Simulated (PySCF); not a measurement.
# Sr: basis, grid and Hamiltonian

Which parts of the numerical set-up matter for Sr? Each run edits the base script.

Method: each script names its method and basis; program: PySCF 2.14.0.

6 further runs of the same task are left out: 3 for a known fault of the program, 3 that didn't finish.

## Step 1: The atom

Sr: 1 atom, charge 0, spin multiplicity 1.

## Step 2: Base script

input.py

```python
from pyscf import gto, scf, mp

mol = gto.M(
    atom='Sr 0 0 0',
    basis='x2c-tzvpall',
    charge=0,
    spin=0,
    verbose=4,
)
mf = scf.RHF(mol)
mf = mf.sfx2c1e()
mf.kernel()
mp.MP2(mf, frozen=9).kernel()
mf.dip_moment()
print('orbital energies (hartree):', mf.mo_energy[..., max(0, mol.nelec[1]-3):mol.nelec[0]+3].round(4))
```

Launch:

```bash
$ OMP_NUM_THREADS=1 python input.py
```

The log of this run is left out.

In short: E(SCF) = -3177.348356 Eh, 6 cycles, E(MP2) − E(SCF) = -0.32015 Eh.

## Step 3: Cartesian functions on

Run 1 changes Cartesian functions: off → on.

input.py

```python
from pyscf import gto, scf, mp

mol = gto.M(
    atom='Sr 0 0 0',
    basis='x2c-tzvpall',
    charge=0,
    spin=0,
    cart=True,
    verbose=4,
)
mf = scf.RHF(mol)
mf = mf.sfx2c1e()
mf.kernel()
mp.MP2(mf, frozen=9).kernel()
mf.dip_moment()
print('orbital energies (hartree):', mf.mo_energy[..., max(0, mol.nelec[1]-3):mol.nelec[0]+3].round(4))
```

Launch:

```bash
$ OMP_NUM_THREADS=1 python input.py
```

## Step 4: Jorge-tzp-dkh

Run 2 changes basis set: x2c-tzvpall → jorge-tzp-dkh.

Edit input.py of step 2 so:

```diff
@@ -4,3 +4,3 @@
     atom='Sr 0 0 0',
-    basis='x2c-tzvpall',
+    basis='jorge-tzp-dkh',
     charge=0,
```

## Step 5: Def2-svp (core potential on, X2C off)

Run 3 changes basis set: x2c-tzvpall → def2-svp; core potential: off → on; spin-free X2C: on → off; frozen orbitals: 9 → none. The core potential changes with it: totals don't compare.

input.py

```python
from pyscf import gto, scf, mp

mol = gto.M(
    atom='Sr 0 0 0',
    basis='def2-svp',
    ecp={'Sr': 'def2-svp'},
    charge=0,
    spin=0,
    verbose=4,
)
mf = scf.RHF(mol)
mf.kernel()
mp.MP2(mf).kernel()
mf.dip_moment()
print('orbital energies (hartree):', mf.mo_energy[..., max(0, mol.nelec[1]-3):mol.nelec[0]+3].round(4))
```

## Step 6: Crenbl (core potential on, X2C off)

Run 4 changes basis set: x2c-tzvpall → crenbl; core potential: off → on; spin-free X2C: on → off; frozen orbitals: 9 → none. The core potential changes with it: totals don't compare.

input.py

```python
from pyscf import gto, scf, mp

mol = gto.M(
    atom='Sr 0 0 0',
    basis='crenbl',
    ecp={'Sr': 'crenbl'},
    charge=0,
    spin=0,
    verbose=4,
)
mf = scf.RHF(mol)
mf.kernel()
mp.MP2(mf).kernel()
mf.dip_moment()
print('orbital energies (hartree):', mf.mo_energy[..., max(0, mol.nelec[1]-3):mol.nelec[0]+3].round(4))
```

## Step 7: Lanl2dz (core potential on, X2C off)

Run 5 changes basis set: x2c-tzvpall → lanl2dz; core potential: off → on; spin-free X2C: on → off; frozen orbitals: 9 → none. The core potential changes with it: totals don't compare.

input.py

```python
from pyscf import gto, scf, mp

mol = gto.M(
    atom='Sr 0 0 0',
    basis='lanl2dz',
    ecp={'Sr': 'lanl2dz'},
    charge=0,
    spin=0,
    verbose=4,
)
mf = scf.RHF(mol)
mf.kernel()
mp.MP2(mf).kernel()
mf.dip_moment()
print('orbital energies (hartree):', mf.mo_energy[..., max(0, mol.nelec[1]-3):mol.nelec[0]+3].round(4))
```

**Question.** What will these runs give? Wanted: for each run, E(SCF); from base; gap; after the SCF.

The runs gave:

```csv
run,E(SCF) (hartree),from base (eV),cycles,gap (eV),functions,after the SCF
base,-3177.348356,0,6,5.55,63,"MP2 correlation -8.712 eV, core frozen"
Cartesian functions on,-3177.351586,-0.0879,6,5.54,72,"MP2 correlation -8.834 eV, core frozen"
jorge-tzp-dkh,-3177.116279,+6.3151,6,5.48,52,"MP2 correlation -5.266 eV, core frozen"
"def2-svp (core potential on, X2C off)",-30.338782,not comparable,6,5.74,23,MP2 correlation -2.164 eV
"crenbl (core potential on, X2C off)",-30.301251,not comparable,7,5.49,20,MP2 correlation -0.994 eV
"lanl2dz (core potential on, X2C off)",-30.099168,not comparable,6,5.48,12,MP2 correlation -0.361 eV
```

The largest comparable shift of the SCF energy, +6.315 eV, comes with the run “jorge-tzp-dkh”. jorge-tzp-dkh (52 functions) gives an energy 6.32 eV higher than x2c-tzvpall (63).
